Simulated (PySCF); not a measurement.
Runs of PySCF 2.14.0 on ClGeBr. The cell holds a molecule in a box, 3 atoms: a = 11.000 Å, b = 13.000 Å, c = 10.000 Å, α = 90.00°, β = 90.00°, γ = 90.00°. 

```csv
task,level,frozen core bands,conv_tol,exxdiv,grid for exchange and correlation,three-centre integrals,gap on the mesh (eV)
excitation energies (Tamm-Dancoff),PBE0,23,1e-08 Ha,ewald,"Becke, atom-centred",read from an earlier run's file,4.79
atomic charges,BHandHLYP+D3,-,1e-07 Ha,ewald,"Becke, atom-centred",read from an earlier run's file,(b)
atomic charges,PBE50,-,1e-07 Ha,ewald,"Becke, atom-centred",read from an earlier run's file,(a)
MP2 correlation energy,HF,23,1e-08 Ha,ewald,-,read from an earlier run's file,10.16
atomic charges,PBE,-,1e-07 Ha,-,"Becke, atom-centred",-,2.99
atomic charges,TPSSh+D4,-,1e-07 Ha,ewald,"Becke, atom-centred",read from an earlier run's file,3.81
atomic charges,M06-2X,-,1e-07 Ha,ewald,"Becke, atom-centred",read from an earlier run's file,6.78
```

Alike in all rows: potentials or basis 6-31g* (all-electron); no spin polarisation; cell as given; k mesh 1 × 1 × 1; smearing fixed.

Question: Fill in the values left out.

Answer: (a) 6.63; (b) 6.57.

Caveats: this is a molecule in a periodic box at the Γ point, so its band gap is the HOMO-LUMO gap; relativity is left out, which matters for the heavier elements; the basis of atomic orbitals isn't converged, which shifts pressures, moduli and gaps; the basis is small and the box finite, so much correlation energy is missing and levels can be off by tenths of an eV (some runs); the iterative solver can pass over a root and still report convergence (some runs).

A k mesh can miss the band edges, and the runs leave out spin-orbit coupling on Br, Ge.
